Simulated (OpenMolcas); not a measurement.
# Ir⁴⁺ among point charges: CASSCF and CASPT2 levels and susceptibility

Aim: the splitting of the states of Ir⁴⁺ in the field of 6 point charges, its lowest levels with spin-orbit coupling and its magnetic susceptibility.

Program: OpenMolcas 26.06. Level of theory: state-averaged CASSCF and CASPT2, spin-orbit coupling by RASSI with atomic mean-field integrals. These are calculated values, not measurements, unless marked.

### 1 What is computed

```
Species                           : Ir⁴⁺ (iridium, Z = 77, 73 electrons)
Basis                             : ANO-RCC-VDZP [7s6p4d2f], 59 functions
Scalar Hamiltonian                : DKH2, point nucleus
Inactive shells                   : 1s 2s 2p 3s 3p 3d 4s 4p 4d 4f 5s 5p
Active space                      : 5 electrons in 5 orbitals (5d)
Some configurations of this space : 5d⁵
Orbitals                          : optimised for each spin and parity, averaged over all roots
```

Outer shells as boxes (Hund's rule):

5d5
```
5d [↑ ][↑ ][↑ ][↑ ][↑ ]
```

The ion sits among 6 point charges of -0.8 e arranged as a trigonal prism (D3h), 1.77 Å from the ion, with a polar angle of 48.1° against the regular 49.1°.

The work runs as a chain of OpenMolcas steps in one folder; each step below is one input file. Labels, J, g values, rates, χT and fits are worked out afterwards by a script from the matrices that RASSI stores.

### 2 One- and two-electron integrals

File a.inp:

```
&GATEWAY
Coord
1

Ir 0.0 0.0 0.0
Basis=ANO-RCC-VDZP
Group=NoSym
NoMove
AngMom=0.0 0.0 0.0
AMFI
XField
6 Angstrom 0
1.317803 0.000000 1.181650 -0.800000
-0.658901 1.141251 1.181650 -0.800000
-0.658901 -1.141251 1.181650 -0.800000
1.317803 0.000000 -1.181650 -0.800000
-0.658901 1.141251 -1.181650 -0.800000
-0.658901 -1.141251 -1.181650 -0.800000
&SEWARD
```

On the command line:

```bash
> OMP_NUM_THREADS=1 MOLCAS_MEM=1689 MOLCAS_PROJECT=a pymolcas a.inp > a.log
```

### 3 Reference wave functions, sextets, 1 root

File a.inp:

```
&RASSCF
FileOrb=start.orb
Symmetry=1
Spin=6
nActEl=5 0 0
Inactive=34
Ras2=5
CIRoot=1 1 1
SDav=1
CIMx=300
Iter=120 100
PrWF=0.3
OrbListing=Nothing
MaxOrb=0
>>> COPY $Project.JobIph JOB001
```

start.orb holds the contracted functions of the basis, ordered by shell, or the orbitals of the step before.

### 4 Reference wave functions, quartets, 24 roots

File a.inp:

```
&RASSCF
FileOrb=start.orb
Symmetry=1
Spin=4
nActEl=5 0 0
Inactive=34
Ras2=5
CIRoot=24 24 1
SDav=24
CIMx=300
Iter=120 100
PrWF=0.3
OrbListing=Nothing
MaxOrb=0
>>> COPY $Project.JobIph JOB002
```

### 5 Reference wave functions, doublets, 75 roots

File a.inp:

```
&RASSCF
FileOrb=start.orb
Symmetry=1
Spin=2
nActEl=5 0 0
Inactive=34
Ras2=5
CIRoot=75 75 1
SDav=75
CIMx=300
Iter=120 100
PrWF=0.3
OrbListing=Nothing
MaxOrb=0
>>> COPY $Project.JobIph JOB003
```

### 6 RASSI: spin-orbit coupling between the states

File a.inp:

```
&RASSI
NrOfJobIphs=3 1 24 75
1
1 2 3 4 5 6 7 8 9 10 11 12 13 14 15 16 17 18 19 20 21 22 23 24
1 2 3 4 5 6 7 8 9 10 11 12 13 14 15 16 17 18 19 20 21 22 23 24 25 26 27
28 29 30 31 32 33 34 35 36 37 38 39 40 41 42 43 44 45 46 47 48 49 50 51
52 53 54 55 56 57 58 59 60 61 62 63 64 65 66 67 68 69 70 71 72 73 74 75
IphNames
JOB001
JOB002
JOB003
EJob
SpinOrbit
DIPRint=1.0
SOCoupling=1000.0
Subsets=2
Property=9
'ANGMOM' 1 'ANGMOM' 2 'ANGMOM' 3 'MLTPL  1' 1 'MLTPL  1' 2 'MLTPL  1' 3
'AMFI' 1 'AMFI' 2 'AMFI' 3
SOProperty=3
'ANGMOM' 1 'ANGMOM' 2 'ANGMOM' 3
```

### 7 CASPT2: IPEA 0.25, imaginary shift 0.1 (closed shells correlated: 4f 5s 5p)

File a.inp:

```
>>> COPY JOB001 $Project.JobIph
&CASPT2
Multistate=1 1
Frozen=23
IPEA=0.25
Imaginary=0.1
MaxIter=60
WThr=0.0 0.3 0.05
PrWF=0.5
NoMix
>>> COPY JOB002 $Project.JobIph
&CASPT2
Multistate=24 1 2 3 4 5 6 7 8 9 10 11 12 13 14 15 16 17 18 19 20 21 22
23 24
NoMult
Frozen=23
IPEA=0.25
Imaginary=0.1
MaxIter=60
WThr=0.0 0.3 0.05
PrWF=0.5
NoMix
>>> COPY JOB003 $Project.JobIph
&CASPT2
Multistate=75 1 2 3 4 5 6 7 8 9 10 11 12 13 14 15 16 17 18 19 20 21 22
23 24 25 26 27 28 29 30 31 32 33 34 35 36 37 38 39 40 41 42 43 44 45 46
47 48 49 50 51 52 53 54 55 56 57 58 59 60 61 62 63 64 65 66 67 68 69 70
71 72 73 74 75
NoMult
Frozen=23
IPEA=0.25
Imaginary=0.1
MaxIter=60
WThr=0.0 0.3 0.05
PrWF=0.5
NoMix
```

(Steps that only read results are left out.)

What does the calculation give? Wanted: spin-free ground state; lowest level; next level.

**Answer**, as computed:

```
                 quantity                                                                           value
                   method  SS-CASPT2, IPEA 0.25, imaginary shift 0.1 (closed shells correlated: 4f 5s 5p)
   spin-free ground state                                                 6A1, 1-fold in its orbital part
             lowest level                                               2-fold E1/2, g = 0.00, 0.00, 9.57
               next level                                                                      365.4 cm⁻¹
              χT at 300 K                                                                  3.83 cm³ K/mol
effective moment at 300 K                                                                         5.53 μB
```

Cost by method:

```csv
method,time of its own steps,time with the reference
A. CASSCF,22 s,22 s
"B. SS-CASPT2, IPEA 0.25, imaginary shift 0.1, +4f 5s 5p",19 s,41 s
```

Times are of one thread on a shared host.

In words: The spin-free ground state (6A1) comes to 100 % from free-ion S terms and keeps the highest spin of the shell. χT at 300 K is 3.83, against 4.39 cm³ K/mol for the spin alone, so spin-orbit coupling lowers it. An active space of the d shell alone favours high spin; real ions in strong fields can be low spin. CASPT2 does not keep the components of a term degenerate, and the means are used. The field of point charges can differ much from that of real complexes. With metal d orbitals alone active, the gaps between spin states are rough; where two lie within a few thousand cm-1, their order is open. This is an electrostatic model: the charges have no orbitals.
